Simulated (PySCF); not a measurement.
**KNa⁻: changing the method**

What do other methods print for KNa⁻?

Computed with PySCF 2.14.0. Level: each script names its method and basis.

3 further runs of the same task are left out: 3 that didn't finish.

### 1 Starting geometry

KNa⁻: 2 atoms, charge -1, spin multiplicity 2.

No contacts short enough for the rule that draws bonds.

### 2 Base script

File input.py:

```python
from pyscf import gto, scf, ci

mol = gto.M(
    atom='K 0 0 0; Na 0 0 3.801',
    basis='6-31+g*',
    charge=-1,
    spin=1,
    verbose=4,
)
mf = scf.UHF(mol)
mf = mf.density_fit(auxbasis='def2-universal-jkfit')
mf.kernel()
ci.CISD(mf).kernel()
mf.dip_moment()
print('orbital energies (hartree):', [e[max(0, n-3):n+3].round(4) for e, n in zip(mf.mo_energy, mol.nelec)])
```

The run is started by

```bash
OMP_NUM_THREADS=1 python input.py
```

### 3 Frozen orbitals 7

Variant 1 changes frozen orbitals: none → 7.

Changes to input.py since step 2:

```diff
@@ -12,3 +12,3 @@
 mf.kernel()
-ci.CISD(mf).kernel()
+ci.CISD(mf, frozen=7).kernel()
 mf.dip_moment()
```

### 4 Frozen orbitals 6

Variant 2 changes frozen orbitals: none → 6.

Changes to input.py since step 2:

```diff
@@ -12,3 +12,3 @@
 mf.kernel()
-ci.CISD(mf).kernel()
+ci.CISD(mf, frozen=6).kernel()
 mf.dip_moment()
```

### 5 TDA

Variant 3 changes step after the SCF: cisd → tda; number of roots: none → 5.

Changes to input.py since step 2:

```diff
@@ -1,2 +1,2 @@
-from pyscf import gto, scf, ci
+from pyscf import gto, scf, tdscf
 
@@ -12,3 +12,6 @@
 mf.kernel()
-ci.CISD(mf).kernel()
+td = tdscf.TDA(mf)
+td.nstates = 5
+td.kernel()
+td.analyze()
 mf.dip_moment()
```

### 6 RHF

Variant 4 changes SCF type: UHF → RHF.

File input.py:

```python
from pyscf import gto, scf, ci

mol = gto.M(
    atom='K 0 0 0; Na 0 0 3.801',
    basis='6-31+g*',
    charge=-1,
    spin=1,
    verbose=4,
)
mf = scf.RHF(mol)
mf = mf.density_fit(auxbasis='def2-universal-jkfit')
mf.kernel()
ci.CISD(mf).kernel()
mf.dip_moment()
print('orbital energies (hartree):', mf.mo_energy[..., max(0, mol.nelec[1]-3):mol.nelec[0]+3].round(4))
```

### 7 O3lyp (UKS)

Variant 5 changes functional: none (Hartree–Fock) → o3lyp; SCF type: UHF → UKS; step after the SCF: cisd → analyze.

File input.py:

```python
from pyscf import gto, dft

mol = gto.M(
    atom='K 0 0 0; Na 0 0 3.801',
    basis='6-31+g*',
    charge=-1,
    spin=1,
    verbose=4,
)
mf = dft.UKS(mol, xc='o3lyp')
mf = mf.density_fit(auxbasis='def2-universal-jkfit')
mf.kernel()
mf.analyze()
print('orbital energies (hartree):', [e[max(0, n-3):n+3].round(4) for e, n in zip(mf.mo_energy, mol.nelec)])
```

What does the calculation give? Wanted: for each run, E(SCF); from base; gap, α spin; after the SCF.

As calculated:

| run | E(SCF) (hartree) | from base (eV) | cycles | gap, α spin (eV) | after the SCF |
| --- | --- | --- | --- | --- | --- |
| base | -760.973179 | 0 | 16 | 2.37 | CISD correlation -1.051 eV |
| frozen orbitals 7 | -760.973179 | 0.0000 | 16 | 2.37 | CISD correlation -1.044 eV, core frozen |
| frozen orbitals 6 | -760.973179 | 0.0000 | 16 | 2.37 | CISD correlation -1.050 eV, core frozen |
| TDA | -760.973179 | 0.0000 | 16 | 2.37 | lowest root found 0.71 eV |
| RHF | -760.968435 | +0.1291 | 14 | n/a | CISD correlation -1.189 eV |
| o3lyp (UKS) | -762.180600 | not comparable | 11 | 0.58 | n/a |

Total energies of different functionals can't be compared with each other; differences within one functional can.
